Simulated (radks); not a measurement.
**Valence configurations of B**

An exercise on one series of results from a longer session: the logs are not shown, and one member is left open.

Method: scalar-relativistic Kohn-Sham, PBE, spin-polarised, spherical densities, finite nucleus; open shells are filled with parallel spins first. Code: radks (a radial shooting solver on a logarithmic mesh, Libxc functionals) version 1.

## Starting point

* element: boron (Z = 5)
* charge: 0
* electrons: 5
* configuration: [He] 2s2 2p1
* nuclear rms radius: 2.406 fm
* others tried: 2p3; 2s1 2p2; 2s0.5 2p2.5; 2s1.5 2p1.5

Outer shells as boxes (Hund's rule):

B
```
[He] core
2s [↑↓]
2p [↑ ][  ][  ]
```

The first run:

Settings of this run:

```text
Z 5
configuration [He] 2s2 2p1
relativity scalar-relativistic
functional pbe,pbe
spin polarised
nucleus finite rms 2.406 fm
c 137.035999084
```

Steps of the session up to this table: [He] 2s2 2p1.

One of the session's tables, all rows but one given; the rest of the session is left out.

It belongs to the step «[He] 2s2 2p1». Sizes of the orbitals, from the radial functions (bohr):

| level | <r> | outermost maximum (interpolated) | 90 % within |
| --- | --- | --- | --- |
| 1s up | ? | ? | ? |
| 1s down | 0.3292 | 0.210 | 0.592 |
| 2s up | 1.939 | 1.51 | 3.09 |
| 2s down | 1.971 | 1.52 | 3.16 |
| 2p up | 2.255 | 1.57 | 3.87 |
| 2p down | 2.368 | 1.59 | 4.12 |

Q: Estimate the row for 1s up from the others.

The run gave: <r>: 0.3296; outermost maximum (interpolated): 0.210; 90 % within: 0.593. In the column «<r>» it lies between 1s down (0.3292) and 2s up (1.939).
